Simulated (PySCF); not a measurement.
# SiH4SeO3 (SMILES O[Si](O)(O)[SeH]): levels of theory compared

Wanted: a comparison of 6 runs (HF/def2-SVP, PBE0/def2-SVP, r2SCAN/def2-SVP, PBE/pcseg-2, MP2/STO-3G, CCSD(T)/def2-SVP) of SiH4SeO3. 

The results are computed with PySCF 2.14.0.

1 further run of the same task is left out (set aside as unsound or not needed).

### 1 The molecule

The species is SiH4SeO3 (9 atoms), meant as a singlet with charge 0. SMILES: `O[Si](O)(O)[SeH]`. Geometry: relaxed at PBE0-D4/def2-TZVP. This is one conformer, not always the lowest.

Bond lengths: O1–Si2 1.636 Å, Si2–O3 1.628 Å, Si2–O4 1.631 Å, Si2–Se5 2.268 Å, O1–H6 0.959 Å, O3–H7 0.959 Å, O4–H8 0.959 Å, Se5–H9 1.469 Å. Angles: O1–Si2–O3 115.8°, O1–Si2–O4 105.1°, O1–Si2–Se5 110.1°, O3–Si2–O4 107.6°, O3–Si2–Se5 102.0°, O4–Si2–Se5 116.6°, Si2–O1–H6 116.5°, Si2–O3–H7 116.6°, Si2–O4–H8 116.8°, Si2–Se5–H9 92.2°.

### 2 Energy and forces at HF/def2-SVP (run 1)

File job.py:

```python
import pyscf.grad
from pyscf import gto

mol = gto.M(
    atom='''
O     -1.200354     1.391594    -2.181878
Si     0.419708    -0.160627    -0.053857
O      3.474261    -0.131147    -0.413094
O     -0.521753    -3.084789    -0.303112
Se    -0.046109     1.682990     3.787200
H     -1.128733     3.199873    -2.091360
H      4.189334    -1.484569    -1.384413
H     -2.217405    -3.349729    -0.882880
H     -2.801519     1.848719     3.491080
''',
    unit='bohr',
    max_memory=1860,
    basis='def2-svp',
    verbose=3,
)

myscf = mol.RHF()
myscf.conv_tol = 1e-10
myscf.kernel()
if not myscf.converged:
    myscf = myscf.newton().run(myscf.mo_coeff, myscf.mo_occ)

e_final = myscf.e_tot
print(f'total energy: {e_final:.8f} hartree')
grad = myscf.Gradients().kernel()
myscf.analyze()
```

Launch:

```
$ OMP_NUM_THREADS=1 python job.py
```

The program printed:

```text
converged SCF energy = -2915.30594952605
[... 11 lines left out ...]
MO #2   energy= -68.8464246554928  occ= 2
[... 9 lines left out ...]
MO #12  energy= -6.62575828430857  occ= 2
[... 9 lines left out ...]
MO #22  energy= -2.60736973397211  occ= 2
[... 9 lines left out ...]
MO #32  energy= -0.566230364046072 occ= 2
[... 9 lines left out ...]
MO #42  energy= 0.19950667199751   occ= 0
[... 9 lines left out ...]
MO #52  energy= 0.612498313572917  occ= 0
[... 9 lines left out ...]
MO #62  energy= 0.917458336183437  occ= 0
[... 9 lines left out ...]
MO #72  energy= 1.32954761167832   occ= 0
[... 9 lines left out ...]
MO #82  energy= 1.73423194520478   occ= 0
[... 9 lines left out ...]
MO #92  energy= 2.56562988757095   occ= 0
[... 9 lines left out ...]
MO #102 energy= 3.44247612737175   occ= 0
[... 9 lines left out ...]
MO #112 energy= 4.10404702342833   occ= 0
[... 10 lines left out ...]
Dipole moment(X, Y, Z, Debye): -1.46041,  0.05697, -1.68068
```

It took 40 s on 1 thread of Intel Xeon at 2.50GHz (Skylake/Cascade Lake), shared host; peak memory 0.27 GiB.

### 3 Energy and forces at PBE0/def2-SVP (run 2)

File input.py:

```python
from pyscf import gto, dft

system = gto.M(
    atom='''
O     -0.635200     0.736400    -1.154600
Si     0.222100    -0.085000    -0.028500
O      1.838500    -0.069400    -0.218600
O     -0.276100    -1.632400    -0.160400
Se    -0.024400     0.890600     2.004100
H     -0.597300     1.693300    -1.106700
H      2.216900    -0.785600    -0.732600
H     -1.173400    -1.772600    -0.467200
H     -1.482500     0.978300     1.847400
''',
    max_memory=1860,
    verbose=3,
    basis='def2-svp',
)

mf = dft.RKS(system)
mf.xc = 'pbe0'
mf.grids.level = 5
mf.conv_tol = 1e-10
mf.kernel()
if not mf.converged:
    mf = mf.newton().run(mf.mo_coeff, mf.mo_occ)

e_tot = mf.e_tot
print('Final energy', e_tot)
grad = mf.nuc_grad_method().kernel()
mf.analyze()
```

Launch:

```
$ OMP_NUM_THREADS=1 python input.py
```

The program printed:

```text
converged SCF energy = -2918.09014036075
[... 11 lines left out ...]
MO #2   energy= -66.3160399666604  occ= 2
[... 9 lines left out ...]
MO #12  energy= -5.80609682398359  occ= 2
[... 9 lines left out ...]
MO #22  energy= -2.12474171977932  occ= 2
[... 9 lines left out ...]
MO #32  energy= -0.396781309850438 occ= 2
[... 9 lines left out ...]
MO #42  energy= 0.0780496675040727 occ= 0
[... 9 lines left out ...]
MO #52  energy= 0.4471954440822    occ= 0
[... 9 lines left out ...]
MO #62  energy= 0.706994199980861  occ= 0
[... 9 lines left out ...]
MO #72  energy= 1.07443221824713   occ= 0
[... 9 lines left out ...]
MO #82  energy= 1.48747305603558   occ= 0
[... 9 lines left out ...]
MO #92  energy= 2.24892653509297   occ= 0
[... 9 lines left out ...]
MO #102 energy= 3.07267424936035   occ= 0
[... 9 lines left out ...]
MO #112 energy= 3.71873816004815   occ= 0
[... 10 lines left out ...]
Dipole moment(X, Y, Z, Debye): -1.35916, -0.01362, -1.67325
```

Wall time 2.2 min (1 thread of Intel Xeon at 2.50GHz (Skylake/Cascade Lake), shared host); peak memory 1.1 GiB.

Runs 3 to 4 aren't shown in full; the table further down has their settings and results.

### 4 Energy and gradient at MP2/STO-3G (run 5)

File input.py:

```python
import pyscf.grad
from pyscf import gto, scf, mp

mol = gto.M(
    atom='''
O     -1.200354     1.391594    -2.181878
Si     0.419708    -0.160627    -0.053857
O      3.474261    -0.131147    -0.413094
O     -0.521753    -3.084789    -0.303112
Se    -0.046109     1.682990     3.787200
H     -1.128733     3.199873    -2.091360
H      4.189334    -1.484569    -1.384413
H     -2.217405    -3.349729    -0.882880
H     -2.801519     1.848719     3.491080
''',
    verbose=4,
    unit='bohr',
    basis='sto-3g',
    spin=0,
    max_memory=1860,
)

myscf = scf.RHF(mol)
myscf.conv_tol = 1e-10
myscf.kernel()
if not myscf.converged:
    myscf = myscf.newton().run(myscf.mo_coeff, myscf.mo_occ)

pt = mp.MP2(myscf, frozen=17).run()
etot = pt.e_tot
print('E = %.10f Eh' % etot)
grad = pt.Gradients().kernel()
myscf.analyze()
```

Launch:

```
$ OMP_NUM_THREADS=1 python input.py
```

The program printed:

```text
PySCF version 2.14.0

[... 83 lines left out ...]
Nuclear Repulsion Energy =             458.886889668084677
[... 6 lines left out ...]
MO #1   energy= -455.567114111654  occ= 2
[... 4 lines left out ...]
MO #6   energy= -53.4455203889245  occ= 2
[... 4 lines left out ...]
MO #11  energy= -6.07520227439307  occ= 2
[... 4 lines left out ...]
MO #16  energy= -4.10087357273331  occ= 2
[... 4 lines left out ...]
MO #21  energy= -1.64641056082627  occ= 2
[... 4 lines left out ...]
MO #26  energy= -0.824181142052044 occ= 2
[... 4 lines left out ...]
MO #31  energy= -0.459653635968405 occ= 2
[... 4 lines left out ...]
MO #36  energy= -0.37387734640229  occ= 2
[... 4 lines left out ...]
MO #41  energy= 0.49566461596156   occ= 0
[... 4 lines left out ...]
MO #46  energy= 0.754865407351713  occ= 0
[... 19 lines left out ...]
pop of  2 O 2py           1.57278
pop of  2 O 2pz           1.74055
pop of  3 O 1s            1.99990
pop of  3 O 2s            1.67193
pop of  3 O 2px           1.34257
pop of  3 O 2py           1.51830
pop of  3 O 2pz           1.85673
pop of  4 Se 1s           2.00000
pop of  4 Se 2s           1.99998
pop of  4 Se 3s           1.99992
pop of  4 Se 4s           1.80094
pop of  4 Se 2px          2.00000
pop of  4 Se 2py          2.00000
pop of  4 Se 2pz          2.00000
pop of  4 Se 3px          1.99931
pop of  4 Se 3py          1.99986
pop of  4 Se 3pz          1.99953
pop of  4 Se 4px          1.06647
pop of  4 Se 4py          1.83246
pop of  4 Se 4pz          1.46811
pop of  4 Se 3dxy         1.99994
pop of  4 Se 3dyz         1.99951
pop of  4 Se 3dz^2        1.99890
pop of  4 Se 3dxz         1.99984
pop of  4 Se 3dx2-y2      1.99814
pop of  5 H 1s            0.86338
pop of  6 H 1s            0.86192
pop of  7 H 1s            0.86030
pop of  8 H 1s            1.03548
 ** Mulliken atomic charges  **
charge of    0O =     -0.39436
charge of    1Si =      0.95854
charge of    2O =     -0.39076
charge of    3O =     -0.38942
charge of    4Se =     -0.16290
charge of    5H =      0.13662
charge of    6H =      0.13808
charge of    7H =      0.13970
charge of    8H =     -0.03548
Dipole moment(X, Y, Z, Debye): -1.70369, -0.18243, -2.04629
```

It took 15 s on 1 thread of Intel Xeon at 2.50GHz (Skylake/Cascade Lake), shared host; peak memory 0.18 GiB.

### 5 The energy at CCSD(T)/def2-SVP (run 6)

File job.py:

```python
from pyscf import gto, cc

molecule = gto.Mole()
molecule.atom = '''
O     -1.200354     1.391594    -2.181878
Si     0.419708    -0.160627    -0.053857
O      3.474261    -0.131147    -0.413094
O     -0.521753    -3.084789    -0.303112
Se    -0.046109     1.682990     3.787200
H     -1.128733     3.199873    -2.091360
H      4.189334    -1.484569    -1.384413
H     -2.217405    -3.349729    -0.882880
H     -2.801519     1.848719     3.491080
'''
molecule.verbose = 4
molecule.max_memory = 1860
molecule.basis = 'def2-svp'
molecule.spin = 0
molecule.unit = 'bohr'
molecule.charge = 0
molecule.build()

mf = molecule.RHF()
mf.conv_tol = 1e-10
mf.kernel()
if not mf.converged:
    mf = mf.newton().run(mf.mo_coeff, mf.mo_occ)

mycc = cc.CCSD(mf, frozen=17)
mycc.kernel()
e_t = mycc.ccsd_t()
e_final = mycc.e_tot + e_t
print('Final energy', e_final)
dip = mf.dip_moment()
pop, q = mf.mulliken_pop()
```

Launch:

```
$ OMP_NUM_THREADS=1 python job.py
```

The program printed:

```text
PySCF version 2.14.0

[... 65 lines left out ...]
converged SCF energy = -2915.30594952605
[... 12 lines left out ...]
Init t2, MP2 energy = -2916.19118861277  E_corr(MP2) -0.885239086720823
[... 11 lines left out ...]
CCSD converged
[... 2 lines left out ...]
Final energy -2916.2340463295377
Dipole moment(X, Y, Z, Debye): -1.46041,  0.05697, -1.68068
[... 83 lines left out ...]
pop of  4 Se 4dxy         0.35021
pop of  4 Se 4dyz         0.34960
pop of  4 Se 4dz^2        0.35073
pop of  4 Se 4dxz         0.35109
pop of  4 Se 4dx2-y2      0.35113
pop of  4 Se 5dxy         0.00997
pop of  4 Se 5dyz         0.02349
pop of  4 Se 5dz^2        0.03417
pop of  4 Se 5dxz         0.01364
pop of  4 Se 5dx2-y2      0.03211
pop of  5 H 1s            0.65720
pop of  5 H 2s            0.04498
pop of  5 H 2px           0.01660
pop of  5 H 2py           0.04094
pop of  5 H 2pz           0.01600
pop of  6 H 1s            0.65414
pop of  6 H 2s            0.04528
pop of  6 H 2px           0.02042
pop of  6 H 2py           0.02983
pop of  6 H 2pz           0.02351
pop of  7 H 1s            0.65698
pop of  7 H 2s            0.04361
pop of  7 H 2px           0.03771
pop of  7 H 2py           0.01674
pop of  7 H 2pz           0.01937
pop of  8 H 1s            0.69123
pop of  8 H 2s            0.24321
pop of  8 H 2px           0.01721
pop of  8 H 2py           0.00521
pop of  8 H 2pz           0.00378
 ** Mulliken atomic charges  **
charge of    0O =     -0.55017
charge of    1Si =      1.26785
charge of    2O =     -0.53881
charge of    3O =     -0.54062
charge of    4Se =     -0.35430
charge of    5H =      0.22428
charge of    6H =      0.22681
charge of    7H =      0.22560
charge of    8H =      0.03936
```

Run time: 3.3 min. Hardware: 1 thread of Intel Xeon at 2.50GHz (Skylake/Cascade Lake), shared host; peak memory 0.97 GiB.

### 6 Overview of the runs

```csv
run,level,integration grid,frozen core orbitals,energy (Eh),dipole moment (D) of the reference,HOMO energy (eV),LUMO energy (eV),wall time
1,HF/def2-SVP,–,–,-2915.305950,2.23,-9.67,3.87,40 s
2,PBE0/def2-SVP,5,–,-2918.090140,2.16,-6.92,0.58,2.2 min
3,r2SCAN/def2-SVP,5,–,-2918.595635,2.23,-6.00,-0.03,2.3 min
4,PBE/pcseg-2,5,–,-2918.742182,1.85,-5.96,-0.99,25 min
5,MP2/STO-3G,–,17,-2883.241419,2.67,-7.32,9.30,15 s
6,CCSD(T)/def2-SVP,–,17,-2916.234046,2.23,-9.67,3.87,3.3 min
```

### 7 Results

| quantity | value |
| --- | --- |
| run 6: total energy | -2916.23405 Eh |
| run 6: dipole moment (Hartree–Fock density) | 2.23 D |
| run 6: HOMO energy (Hartree–Fock orbitals) | -9.67 eV |
| run 6: LUMO energy (Hartree–Fock orbitals) | 3.87 eV |
| run 6: HOMO–LUMO gap (Hartree–Fock orbitals) | 13.54 eV |
| run 6: correlation energy (17 core orbitals frozen) | -928.1 mEh |
| run 6: (T) correction | -20.12 mEh |
| run 6: T1 diagnostic | 0.010 |

Over runs 1, 2, 3, 4 the dipole moment (its size) runs from 1.85 D (PBE/pcseg-2) to 2.23 D (HF/def2-SVP). The two ends differ in method and basis. Over runs 1, 2, 3, 4 the HOMO–LUMO gap runs from 4.97 eV (PBE/pcseg-2) to 13.54 eV (HF/def2-SVP). Totals of different functionals can't be ranked against each other. In run 5 the basis is minimal, so the values are rough. All runs together took 34 min, the longest 25 min.
